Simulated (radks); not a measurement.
**Ar⁴⁺ in [Ne] 3s1 3p2 4s1: an all-electron calculation**

Aim: the levels, the sizes of the orbitals and the parts of the energy of the argon ion Ar4+.

Program: radks (a radial shooting solver on a logarithmic mesh, Libxc functionals) version 1. Level of theory: non-relativistic Kohn-Sham, XLYP, spin-unpolarised, spherical densities, point nucleus. These are calculated values, not measurements, unless marked.

## 1. Starting point

- element: argon (Z = 18)
- charge: +4
- electrons: 14
- configuration: [Ne] 3s1 3p2 4s1

Outer shells as boxes (Hund's rule):

Ar⁴⁺
```
[Ne] core
3s [↑ ]
3p [↑ ][↑ ][  ]
4s [↑ ]
```

## 2. The run

Input:

```text
Z 18
configuration [Ne] 3s1 3p2 4s1
relativity non-relativistic
functional xlyp
spin unpolarised
nucleus point
```

What does the calculation give?

As calculated:

```
                        quantity                value
                    total energy   -520.49143 hartree
exchange-correlation share of it               5.52 %
                            −T/E               0.9991
          highest occupied level       4s, -34.245 eV
    most extended occupied level  4s, <r> = 2.75 bohr
 radius at density 0.001 e/bohr³            3.84 bohr
    maxima of the radial density                    2
```

What this shows: The radial density shows 2 maxima for 4 occupied principal shells; where shells overlap, one shows as a shoulder or not at all. −T/E = 0.9991, near the virial value of 1. This is not the tabulated ground configuration, so its levels and sizes aren't those of the ground state, and no measured value stands beside it.
